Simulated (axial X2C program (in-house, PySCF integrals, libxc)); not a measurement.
# RuF⁺: properties at the nuclei

Aim: properties at the nuclei of RuF⁺, with spin–orbit coupling in the Hamiltonian from the start.

Computed with an in-house X2C program for linear molecules on PySCF integrals. Level: two-component X2C with atomic mean-field terms, Ru dyall-acv3z, F dyall-av3z.

All values are calculated.

### 1 Set-up

File task.json:

```json
{"zs": [44, 9], "q": 1, "bas": ["dyall-acv3z", "dyall-av3z"], "r0": 1.89, "levels": ["PBE0", "HF", "B3LYP"], "nst": 1, "ff": 1, "thr": -3.5, "nmax": 130, "opt": {"ecut": 60}}
```

Keys: zs atomic numbers; q charge; bas basis sets; r0 starting distance in Å; levels methods (HF also brings MP2); nst determinants followed; ff finite-field run; thr threshold in hartree for freezing inner shells (an s shell follows its p shell); nmax most natural virtual spinors; ecut virtual cutoff in hartree.

Launch:

```bash
python soeom.py task.json out
```

Nuclei are Gaussian, cores are contracted, and the Gaunt term is on.

### 2 Expectation values, lowest determinant

R = 1.817 Å. State: Ω = 4 (excess of +ω over −ω: ω = 3/2, ω = 5/2).

Output of the PBE0 run:

```text
two-component X2C + atomic mean field  PBE0
basis functions 213  fitting functions 1007  grid points 5078
iter        total energy     max residual
   1      -4627.835240456     2.03e-06
   2      -4627.835240456     2.43e-06
converged
one-electron -6594.07152869  Coulomb 1997.72981761  exact exchange -35.55845762  xc functional -109.01953217  nuclear repulsion 115.32976088  atomic mean-field constant -2.24530046
```

The highest occupied spinor is 100% Ru d.

| level | Eeff magnitude (GV/cm) | Ws magnitude Ru (kHz) | A∥/gI Ru (MHz) | qzz Ru (a.u.) | A∥/gI F (MHz) | qzz F (a.u.) |
| --- | --- | --- | --- | --- | --- | --- |
| PBE0 | 5.12 | 0.528 | 355 | 0.88 | 2.7 | 0.97 |
| HF | 5.61 | 0.566 | 127 | 0.15 | 13.2 | 0.80 |
| B3LYP | 4.88 | 0.5 | 381 | 0.98 | 1.56 | 0.93 |

Eeff is the effective electric field on the electron dipole moment in this Ω state and Ws the scalar–pseudoscalar constant (defined with the proton number Z and per Ω); A∥ is the parallel hyperfine constant, which follows by multiplying with the nuclear g factor gI = μI/(I μN); qzz is the electric field gradient, eQq0 = 234.96 MHz × Q/barn × qzz. The operators were transformed with the bare-nucleus X2C matrices.

### 3 Finite-field coupled cluster

Output:

```text
two-component X2C + atomic mean field  HF
basis functions 213  fitting functions 1007  grid points 5078
iter        total energy     max residual
   1      -4625.491081152     3.57e-01
   2      -4625.528292032     1.39e-02
   3      -4625.531695611     1.03e-02
   4      -4625.533582029     2.41e-03
   5      -4625.533989954     1.49e-03
   6      -4625.534103465     7.54e-04
   7      -4625.534138187     2.78e-04
   8      -4625.534146167     1.67e-04
   9      -4625.534148573     1.62e-04
  10      -4625.534150208     1.50e-04
  11      -4625.534152457     1.22e-04
  12      -4625.534154495     7.44e-05
  13      -4625.534154955     4.80e-05
  14      -4625.534155190     2.31e-05
  15      -4625.534155264     6.35e-06
  16      -4625.534155274     4.19e-06
  17      -4625.534155275     2.86e-06
  18      -4625.534155275     1.71e-06
converged
one-electron -6593.28094174  Coulomb 1997.08366887  exact exchange -142.42134283  xc functional 0.00000000  nuclear repulsion 115.32976088  atomic mean-field constant -2.24530046
correlated 22  virtual 332  natural virtual 130  E(MP2) -0.761638053  MP2 remainder -0.030144815
iter   CCSD correlation   residual
   1     -0.706440459   1.64e-01
   2     -0.720909986   9.67e-02
   3     -0.726517835   2.96e-02
   4     -0.727324813   1.48e-02
   5     -0.727300526   5.83e-03
   6     -0.727385040   2.54e-03
   7     -0.727415304   1.29e-03
   8     -0.727418938   7.90e-04
   9     -0.727430194   5.89e-04
  10     -0.727417344   4.22e-04
  11     -0.727423036   2.55e-04
  12     -0.727422157   1.56e-04
  13     -0.727423328   9.43e-05
  14     -0.727424157   5.91e-05
  15     -0.727423413   3.47e-05
  16     -0.727423335   2.10e-05
  17     -0.727422878   1.25e-05
  18     -0.727422955   7.44e-06
  19     -0.727422877   4.51e-06
  20     -0.727422944   3.18e-06
  21     -0.727422933   2.39e-06
(T) -0.024488210  T1 0.0332  D1 0.0908  max T2 0.039
```

T1 in the output is the amplitude norm over the root of the electron number; divide by √2 for the Lee–Taylor value.

22 electrons correlated in 130 natural virtual spinors, MP2 remainder added; T1 = 0.023.

| level | Eeff magnitude (GV/cm) | Ws magnitude Ru (kHz) | A∥/gI Ru (MHz) | qzz Ru (a.u.) | A∥/gI F (MHz) |
| --- | --- | --- | --- | --- | --- |
| HF | 5.61 | 0.566 | 127 | 0.15 | 13.2 |
| MP2 | 5.99 | 0.63 | 316 | 1.02 | 2.39 |
| CCSD | 5.72 | 0.594 | 287 | 0.72 | 4.19 |
| CCSD(T) | 5.79 | 0.606 | 315 | 0.82 | 2.69 |

### 4 Outcome

```
                       quantity                                           value
             lowest determinant  Ω = 4 (excess of +ω over −ω: ω = 3/2, ω = 5/2)
   Eeff magnitude (GV/cm), PBE0                                            5.12
    Ws magnitude Ru (kHz), PBE0                                           0.528
           A∥/gI Ru (MHz), PBE0                                             355
            qzz Ru (a.u.), PBE0                                            0.88
Eeff magnitude (GV/cm), CCSD(T)                                            5.79
 Ws magnitude Ru (kHz), CCSD(T)                                           0.606
        A∥/gI Ru (MHz), CCSD(T)                                             315
         qzz Ru (a.u.), CCSD(T)                                            0.82
```

In words: In the first state, the effective field runs from 4.88 to 5.61 GV/cm over the mean-field levels. The expectation values come from single determinants, which for open shells can mix terms of unlike spin or miss the lowest Ω, so a determinant need not be a state. Eeff is the effective electric field on the electron dipole moment in this Ω state and Ws the scalar–pseudoscalar constant (defined with the proton number Z and per Ω); A∥ is the parallel hyperfine constant, which follows by multiplying with the nuclear g factor gI = μI/(I μN); qzz is the electric field gradient, eQq0 = 234.96 MHz × Q/barn × qzz. The operators were transformed with the bare-nucleus X2C matrices. Correlation of the inner shells is missing, which matters for properties at the nucleus.
